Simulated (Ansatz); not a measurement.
**NO2 (nitrogen dioxide): UCCSD/cc-pVTZ**

What is the electronic atomisation energy of NO2 (nitrogen dioxide) at UCCSD/cc-pVTZ? 

The calculation is run with Ansatz 0.2.0.

34 further runs of the same task are left out: 34 set aside as unsound or not needed.

### 1 Starting point

NO2 has 3 atoms, charge 0, and is taken as a doublet. As SMILES, `[O]N=O`. The coordinates come from a PBE0-D4/def2-TZVP relaxation.

Bond lengths: O1–N2 1.183 Å, N2–O3 1.183 Å. Angles: O1–N2–O3 134.8°.

### 2 A single-point energy at UCCSD/cc-pVTZ

The input, molecule.yaml:

```yaml
crystal:
  periodic: [false, false, false]
  atoms:
    - symbol: O
      position_ang: [0.209760, -1.082190, 0.000620]
    - symbol: "N"
      position_ang: [-0.265470, -0.009110, -0.145890]
    - symbol: O
      position_ang: [0.055690, 1.091300, 0.145270]
basis:
  gaussian:
    orbitals: cc-pVTZ
magnetization:
  spin_polarized: true
  initial_magnetization: 1
accuracy: high
correlation:
  method: ccsd
  frozen_orbitals: {"N": 1, O: 1}
scf:
  omitted_lower_state_checks: [cluster_reference, increment]
```

Command:

```
ansatz run molecule.yaml --threads 1 --pin off --max-ram 3480MiB --events-out events.jsonl --progress --plain --runs-dir runs
```

Output, cut to the lines that bear on the results:

```text
Warning: RAYON_NUM_THREADS=1 ignored (pool sized by the plan → 1); use --threads N
Functional definition: HF
  name "HF"
[...]
1456 factors; integrals over basis functions are off by at most 2.5e-9 eV
[...]
mean field -5554.19073359 eV, -204.1127446938 hartree, gradient 3.3e-8 eV, S^2 0.769157; 2 other end points of the search recorded, 0 dependent functions left out
3 core orbitals not correlated: weight in the atoms' cores, before any rotation towards them, 1.000 or more for the frozen orbitals, at most 0.000 for the correlated occupied ones
reference -5554.19073359 eV, -204.1127446938 hartree; 9, 8 occupied and 78, 79 virtual orbitals, 1456 factors
second order -18.11722961 eV of doubles, -0.00000000 eV of singles
cycle   1  -16.88635475 eV  change     1.2e0 eV  update   1.4e-1
[...]
cycle  21  -17.73272318 eV  change   1.5e-10 eV  update  7.8e-10
Total energy: -5571.92345678 eV, -204.7644102511 hartree
Checks for a lower state left out: cluster_reference, increment
```

Run time: 12 s. Hardware: 1 thread of Arm Neoverse V2, shared host; peak memory 0.75 GiB.

### 3 The N atom

The input, input.yaml:

```yaml
crystal:
  periodic: [false, false, false]
  atoms:
    - {symbol: "N", position_ang: [0.000000, 0.000000, 0.000000]}
basis:
  gaussian: {orbitals: cc-pVTZ}
magnetization: {spin_polarized: true, initial_magnetization: 3}
correlation: {method: ccsd, frozen_orbitals: {"N": 1}}
accuracy: high
scf: {omitted_lower_state_checks: [cluster_reference, increment]}
```

Command:

```
ansatz run input.yaml --threads 1 --pin off --max-ram 3480MiB --events-out events.jsonl --progress --plain --runs-dir runs
```

Output, cut to the lines that bear on the results:

```text
Warning: RAYON_NUM_THREADS=1 ignored (pool sized by the plan → 1); use --threads N
[... 2 set-up lines as earlier in the session ...]
[...]
299 factors; integrals over basis functions are off by at most 2.3e-9 eV
[...]
mean field -1480.31808441 eV, -54.4006862065 hartree, gradient 3.1e-8 eV, S^2 3.756090; 0 other end points of the search recorded, 0 dependent functions left out
1 core orbitals not correlated: weight in the atoms' cores, before any rotation towards them, 1.000 or more for the frozen orbitals, at most 0.000 for the correlated occupied ones
reference -1480.31808441 eV, -54.4006862065 hartree; 4, 1 occupied and 25, 28 virtual orbitals, 299 factors
second order -2.61040288 eV of doubles, -0.00000000 eV of singles
cycle   1  -2.94621172 eV  change   -3.4e-1 eV  update   2.9e-2
[...]
cycle  14  -3.04075452 eV  change  -4.2e-10 eV  update  4.9e-10
Total energy: -1483.35883893 eV, -54.5124318740 hartree
Checks for a lower state left out: cluster_reference, increment
```

Run time: 0.22 s. Hardware: 1 thread of Arm Neoverse V2, shared host.

### 4 The O atom at the same level

The input, job.yaml:

```yaml
crystal:
  periodic: [false, false, false]
  atoms:
    - {symbol: O, position_ang: [0.000000, 0.000000, 0.000000]}
basis:
  gaussian:
    orbitals: cc-pVTZ
magnetization:
  spin_polarized: true
  initial_magnetization: 2
correlation:
  method: ccsd
  frozen_orbitals: {O: 1}
accuracy: high
scf:
  omitted_lower_state_checks: [cluster_reference, increment]
```

Run the same way, it converges to -74.97105 Eh (log not shown).

### 5 Summary of results

At UCCSD/cc-pVTZ, 3 core orbitals frozen:

| quantity | value |
| --- | --- |
| molecule: total energy | -204.76441 Eh |
| molecule: correlation energy (3 core orbitals frozen) | -651.7 mEh |
| molecule: ⟨S²⟩ of the reference determinant | 0.769 |
| molecule: T1 diagnostic | 0.023 |
| N atom: total energy | -54.51243 Eh |
| N atom: correlation energy (1 core orbital frozen) | -111.7 mEh |
| N atom: ⟨S²⟩ of the reference determinant | 3.756 |
| N atom: T1 diagnostic | 0.005 |
| O atom: total energy | -74.97105 Eh |
| O atom: correlation energy (1 core orbital frozen) | -159.3 mEh |
| O atom: ⟨S²⟩ of the reference determinant | 2.007 |
| O atom: T1 diagnostic | 0.005 |
| electronic atomisation energy | 8.432 eV |

In words: Taking the molecule apart into free atoms costs 8.43 eV (194 kcal/mol), before zero-point energy and without spin-orbit coupling.
